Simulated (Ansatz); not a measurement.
Lu3Si in Ansatz: convergence with ecutfock ratio

Crystal: Lu3Si.

```xyz
4
Lattice="4.5414 0.0000 0.0000 0.0000 4.5414 0.0000 0.0000 0.0000 4.5414" Properties=species:S:1:pos:R:3 pbc="T T T"
Lu    2.2707    2.2707    0.0000
Lu    2.2707    0.0000    2.2707
Lu    0.0000    2.2707    2.2707
Si    0.0000    0.0000    0.0000
```

The cell comes from a database or a generator and needn't be the stable form of this composition.

| Quantity | Value |
| --- | --- |
| Program | Ansatz 0.2.0 |
| Task | convergence study |
| Functional | HSE06 |
| Potentials or basis | Ansatz PAW |
| Cutoff | 420 eV |
| Density cutoff | 1680 eV |
| k mesh | 3 × 3 × 3 |
| Occupations | methfessel-paxton, width 0.05 eV |
| Spin | no spin polarisation |

These are the settings of the first run; the series varies ecutfock ratio, with any setting tied to it.

Hardware: 2 threads of Arm Neoverse V2, on a shared host.

Question: The values tried are 1, 2, 3, 4, loosest first. From which on does the energy stay within 1 meV/atom of the tightest run that finished?

Answer: From 2 on.

| ecutfock ratio | energy less the tightest run, at zero smearing (meV/atom) | SCF cycles | CPU time (s) | peak memory (GiB) |
| --- | --- | --- | --- | --- |
| 1 | 30.39 | 29 | 29 | 0.64 |
| 2 | 0.13 | 26 | 30 | 0.68 |
| 3 | 0.00 | 26 | 34 | 0.76 |
| 4 | 0.00 | 26 | 33 | 0.77 |

The tightest run that finished is the yardstick and may itself not be fully converged.

Caveat, for the tightest run too: the k mesh is coarse (spacing up to 0.46 Å⁻¹), so the values aren't converged, least of all with exact exchange. The run has no spin-orbit coupling, so splittings on Lu are missing.
